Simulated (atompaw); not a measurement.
**Rhodium: generating and testing a PAW (atompaw) potential**

Aim: build the potential from the settings below, then test how well it stands in for the atom: scattering, ghost states and the plane-wave cutoff that it needs.

The numbers are computed with atompaw 4.2.0.5 (PBE, scalar-relativistic, spin-unpolarised reference atom).

## 1. Settings

The settings as typed:

| Item | Value |
| --- | --- |
| element | rhodium (Rh, Z = 45) |
| type | PAW |
| frozen core | [Ar] 3d10 |
| valence charge | 17 |
| reference configuration | 4s2 4p6 4d8.5 5s0.5 5p0 |
| partial waves | 4s (bound): rc 1.05 bohr; 5s (bound): rc 2.15 bohr; 4p (bound): rc 1.55 bohr; 5p (bound, empty): rc 2.15 bohr; 4d (bound): rc 2.15 bohr; 4d channel at 3.85 Ry: rc 2.15 bohr; 4f channel at 0.25 Ry: rc 1.90 bohr |
| local potential | ultrasoft scheme with l = 4 at 0 Ry, radius 2.00 bohr |
| core correction | smooth core density matched at 1.15 bohr |
| augmentation charge | besselshape compensation charge, radius 1.90 bohr; PAW radius 2.15 bohr; waves and projectors: custom rrkj gramschmidtortho |

The nodes and maxima of the atom's own shells, from an earlier all-electron run, set the scale for the radii.

All-electron outer shells of the reference configuration (PBE, scalar-relativistic, ld1.x):

| shell | level (eV) | outermost node (bohr) | outermost maximum (bohr) |
| --- | --- | --- | --- |
| 3p | -481.15 | 0.15 | 0.34 |
| 3d | -298.89 | – | 0.29 |
| 4s | -80.87 | 0.47 | 0.88 |
| 4p | -48.86 | 0.47 | 0.94 |
| 4d | -4.71 | 0.46 | 1.15 |
| 5s | -3.82 | 1.19 | 2.70 |
| 5p | -0.63 | 1.36 | 4.18 |

## 2. The generation run

The input, Rh.input:

```
Rh 45
GGA-PBE scalarrelativistic loggrid 1500 logderivrange -8 5 326
5 5 4 0 0 0
5 0 0.5
5 1 0
4 2 8.5
0 0 0
c
c
c
v
v
c
c
v
v
c
v
3
2.15 1.90 2.00 1.15
n
n
y
3.85
n
y
0.25
n
custom rrkj gramschmidtortho besselshape
4 0 ultrasoft
1.05
2.15
1.55
2.15
2.15
2.15
1.90
PWSCFOUT
UPFDX 0.0125d0 UPFXMIN -7.d0 UPFZMESH 45.d0
END
```

The run is started by

```console
$ atompaw < Rh.input > Rh.log
```

What does the calculation give? Wanted: cutoffs for 10 and 1 mRy, occupied levels; bound ghosts; largest phase difference near zero energy, channels read; lowest eigenvalue of the overlap; share of valence orbitals outside the PAW sphere; UPF file.

**Answer**, as computed:

| quantity | value |
| --- | --- |
| cutoffs for 10 and 1 mRy, occupied levels | 40 Ry and 90 Ry |
| bound ghosts | none found |
| largest phase difference near zero energy, channels read | 0.032 rad |
| lowest eigenvalue of the overlap (Bessel basis) | 0.456 (s) |
| share of valence orbitals outside the PAW sphere | 4s 0 %, 5s 84 %, 4p 2 %, 5p 97 %, 4d 21 % |
| UPF file | written |

It counts as of middling hardness, with 40 Ry needed at the looser tolerance. The slowest occupied level is 4s: taken alone it needs 70 Ry to come within 1 mRy, against 35 Ry for 4p. It is free of bound ghosts as far as tested. Of the channels read, d scatters worst near zero energy, by up to 0.03 rad.
